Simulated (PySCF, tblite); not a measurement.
# C3H6BNO2: geometry, infrared bands and NMR shifts

What infrared bands and NMR shifts should C3H6BNO2 (`NB1COC=CO1`) show?

The runs use tblite 0.8.0 and PySCF 2.14.0, with density-fitted response routines of our own; the level of theory stands in each step. All values are computed, except where a source is named. Atoms count from 0, in the outputs and in this text.

### 1 The starting structure

13 atoms, charge 0, multiplicity 1; geometry from: force field or distance geometry start.

Bonds of the start (Å): N0–B1 1.51, B1–C2 1.59, C2–O3 1.42, O3–C4 1.40, C4–C5 1.35, C5–O6 1.39, O6–B1 1.49, N0–H7 1.03, N0–H8 1.04, C2–H9 1.12, C2–H10 1.13, C4–H11 1.08, C5–H12 1.08.

### 2 Relaxing the molecule with GFN2-xTB

What the job is given:

```
{"job": {"kind": "relax", "xc": "GFN2-xTB", "basis": "xTB"}, "charge": 0, "multiplicity": 1}
N     -2.199300    -0.727800    -0.169000
B     -0.803800    -0.202500    -0.374700
C     -0.385600     1.201000     0.246600
O      0.718600     0.915800     1.089300
C      1.787300     0.170000     0.578000
C      1.586400    -0.734100    -0.399900
O      0.330900    -0.985000    -0.928700
H     -2.282600    -1.538400     0.467200
H     -2.771300    -0.780100    -1.037200
H     -0.001000     1.883400    -0.549300
H     -1.238800     1.684000     0.805700
H      2.771400     0.362600     0.979800
H      2.483500    -1.248400    -0.725500
```

The run is started by

```
OMP_NUM_THREADS=1 python probes_run.py task.json out
```

The driver reads the jobs from task.json and runs them one after another.

**Question.** This job is followed by: GFN2-xTB harmonic vibrations, gas phase; GIAO PBE0/pcSseg-1 NMR shielding, non-relativistic, gas phase. Predict these results of the whole session: strongest single infrared mode (GFN2-xTB); zero-point energy (GFN2-xTB); 13C shifts against TMS (PBE0/pcSseg-1); 1H shifts against TMS (PBE0/pcSseg-1, means over atoms taken as alike); 15N shifts against NH3 (PBE0/pcSseg-1); 11B shifts against BF3·OEt2 (PBE0/pcSseg-1); 17O shifts against H2O (PBE0/pcSseg-1).

The runs gave:

```
                                                              quantity                       value
                             strongest single infrared mode (GFN2-xTB)       1375 cm⁻¹, 247 km/mol
                                          zero-point energy (GFN2-xTB)               60.9 kcal/mol
                                13C shifts against TMS (PBE0/pcSseg-1)      137.1, 126.7, 57.5 ppm
1H shifts against TMS (PBE0/pcSseg-1, means over atoms taken as alike)  5.94, 5.91, 4.12, 2.70 ppm
                                15N shifts against NH3 (PBE0/pcSseg-1)                    72.4 ppm
                           11B shifts against BF3·OEt2 (PBE0/pcSseg-1)                    26.6 ppm
                                17O shifts against H2O (PBE0/pcSseg-1)             145.8, 73.7 ppm
```

Over 83 steps the energy fell by 1.520 eV; of the close pairs, B1–O6 changed most, 1.486 to 1.362 Å. All 33 modes are real, so the xTB geometry is a minimum. The strongest single mode, at 1375 cm⁻¹, moves mainly B1. GFN2-xTB is a fitted tight-binding method: band positions and strengths are rough. Its intensities can rank the bands wrongly. At PBE0/pcSseg-1: Shielding is most anisotropic at O6 (span 361 ppm, paramagnetic term -203 ppm).
